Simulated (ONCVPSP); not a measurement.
# N: generating and testing an ONCV potential

Aim: build the potential from the settings below, then test how well it stands in for the atom: other configurations, scattering, ghost states and the plane-wave cutoff that it needs.

The numbers are computed with ONCVPSP 4.0.1 (PBEsol, scalar-relativistic, spin-unpolarised reference atom).

## (1) Starting point

The settings as typed:

```json
{
 "element": "nitrogen (N, Z = 7)",
 "type": "optimised norm-conserving Vanderbilt (ONCV)",
 "frozen core": "[He]",
 "valence charge": "5",
 "reference configuration": "2s2 2p3",
 "partial waves": "2s: rc 0.70 bohr, ncon 5, nbas 10, qcut 10.1 1/bohr, local; 2p: rc 2.45 bohr, ncon 4, nbas 7, qcut 6.8 1/bohr, 2 projectors, debl 1.4 Ha; d scattering state at 0.43 Ha: rc 2.45 bohr, ncon 4, nbas 9, qcut 3.7 1/bohr, 2 projectors, debl 1.5 Ha",
 "local potential": "the s channel",
 "core correction": "Teter function, fcfact 2.75, rcfact 1.1"
}
```

An earlier all-electron run gives the scale for the radii.

All-electron outer shells of the reference configuration (PBEsol, scalar-relativistic, ld1.x):

| shell | level (eV) | outermost node (bohr) | outermost maximum (bohr) |
| --- | --- | --- | --- |
| 1s | -383.09 | – | 0.15 |
| 2s | -18.46 | 0.32 | 1.02 |
| 2p | -7.04 | – | 0.98 |

## (2) Generation

The input, N.dat:

```
# ATOM AND REFERENCE CONFIGURATION
# atsym  z   nc   nv     iexc    psfile
  N 7.00    1    2  -116133      upf
#
#   n    l    f
    1    0    2.00
    2    0    2.00
    2    1    3.00
#
# PSEUDOPOTENTIAL AND OPTIMIZATION
# lmax
    2
#
#   l,   rc,      ep,       ncon, nbas, qcut
    0    0.70    0.00    5   10   10.10
    1    2.45    0.00    4    7    6.80
    2    2.45    0.43    4    9    3.70
#
# LOCAL POTENTIAL
# lloc, lpopt,  rc(5),   dvloc0
    0    5    0.70    0.00
#
# VANDERBILT-KLEINMAN-BYLANDER PROJECTORs
# l, nproj, debl
    0    0    3.90
    1    2    1.40
    2    2    1.50
#
# MODEL CORE CHARGE
# icmod, fcfact, rcfact
    3    2.75    1.10
#
# LOG DERIVATIVE ANALYSIS
# epsh1, epsh2, depsh
   -2.00    5.00    0.02
#
# OUTPUT GRID
# rlmax, drl
    6.00    0.01
#
# TEST CONFIGURATIONS
# ncnf
    4
# nvcnf
#   n    l    f
    2
    2    0    2.00
    2    1    2.00
#
    2
    2    0    2.00
    2    1    1.00
#
    2
    2    0    2.00
    2    1    0.00
#
    2
    2    0    2.00
    2    1    2.50
#
```

Launch:

```console
$ oncvpsp.x < N.dat > N.out
```

What does the calculation give? Wanted: cutoffs for 1 and 0.1 mHa per electron, occupied waves; bound ghosts; GHOST(+) flags; largest test error; largest phase difference near zero energy, channels read; rms error of d²Exc/dn², without and with the model core.

**Answer**, as computed:

| quantity | value |
| --- | --- |
| cutoffs for 1 and 0.1 mHa per electron, occupied waves | 335 Ha and 593 Ha |
| bound ghosts | none found |
| GHOST(+) flags | none at low energy |
| largest test error (AE − PS) | +2776 meV, for 2s2 2p0 |
| largest phase difference near zero energy, channels read | 0.005 rad |
| rms error of d²Exc/dn², without and with the model core | 1.01 and 0.96 mHa |

What this shows: The worst unpolarised test, 2s2 2p0, is off by 2776 meV on 89.1 eV; by total energies transferability rates as poor. That test lies far up in energy; among those under 40 eV, nearer to bonding, the largest error is 108 meV. By its cutoff, 335 Ha for the looser tolerance, it is very hard. At the looser tolerance the 2s wave is the slowest; 2p needs 13 Ha. The program's ghost test flags no bound state. Near zero energy the phases of the channels with partial waves agree within 0.005 rad. All of this concerns the isolated atom, not yet a solid.
